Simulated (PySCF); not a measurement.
# Au2H4O3 (Au2(O)1(H2O)2): the cost of one run

Computed with PySCF 2.14.0. Level: B3LYP, Au def2-SVP with ECP60, O def2-SVP, H def2-SVP; scalar-relativistic core potentials, no spin–orbit coupling.

2 further runs of the same task are left out: 2 for a known fault of the program. Runs told in other sessions of the task aren't counted.

## 1. The system as given

9 atoms, charge 0, spin multiplicity 1.

Bond lengths: Au1–O3 1.920 Å, Au1–O4 2.163 Å, Au2–O3 1.920 Å, Au2–O7 2.163 Å, O4–H5 0.969 Å, O4–H6 0.969 Å, O7–H8 0.969 Å, O7–H9 0.969 Å. Angles: O3–Au1–O4 179.6°, O3–Au2–O7 179.6°, Au1–O3–Au2 180.0°, Au1–O4–H5 110.3°, Au1–O4–H6 110.3°, H5–O4–H6 105.9°, Au2–O7–H8 110.3°, Au2–O7–H9 110.3°, H8–O7–H9 105.9°.

As a file:

```mol
Au2H4O3
  3D, bonds by distance, orders not assigned

  9  8  0  0  0  0  0  0  0  0999 V2000
    0.0000    0.0667    1.9184 Au  0  0
    0.0000   -0.0667   -1.9184 Au  0  0
    0.0000   -0.0000   -0.0000 O   0  0
    0.0000    0.1573    4.0793 O   0  0
    0.7737   -0.3060    4.4348 H   0  0
   -0.7737   -0.3060    4.4348 H   0  0
   -0.0000   -0.1573   -4.0793 O   0  0
    0.7737    0.3060   -4.4348 H   0  0
   -0.7737    0.3060   -4.4348 H   0  0
  1  3  8  0
  1  4  8  0
  2  3  8  0
  2  7  8  0
  4  5  8  0
  4  6  8  0
  7  8  8  0
  7  9  8  0
M  END
```

Formal oxidation states: Au +1. An earlier session relaxed this geometry at B3LYP, Au def2-SVP with ECP60, O def2-SVP, H def2-SVP (singlet, point group C2h).

Its energy there is -499.429526 Eh.

## 2. Multiplicity 3 at the relaxed geometry

run.py (the lines that set the calculation)

```python
mol = gto.M(atom='''
Au     0.00000     0.06673     1.91840
Au     0.00000    -0.06673    -1.91840
O      0.00000     0.00000     0.00000
O      0.00000     0.15731     4.07935
H      0.77372    -0.30599     4.43481
H     -0.77372    -0.30599     4.43481
O      0.00000    -0.15731    -4.07935
H      0.77372     0.30599    -4.43481
H     -0.77372     0.30599    -4.43481''',
    basis={'Au': 'def2-SVP', 'O': 'def2-SVP', 'H': 'def2-SVP'},
    ecp={'Au': 'def2-SVP'},
    charge=0, spin=2)
mf = dft.UKS(mol, xc='B3LYP')
mf.grids.atom_grid = (50, 194)
mf = mf.density_fit()  # fitting sets: Au def2-universal-JKFIT, O def2-universal-JKFIT, H def2-universal-JKFIT
mf.conv_tol = 1e-08; mf.max_cycle = 55
mf.kernel(dm0)  # dm0: free metal ions and neutral atoms
```

Run with:

```
OMP_NUM_THREADS=2 python run.py
```

**Question.** How long does this run take on 2 threads of Arm Neoverse V2, shared host?

About 6 s.
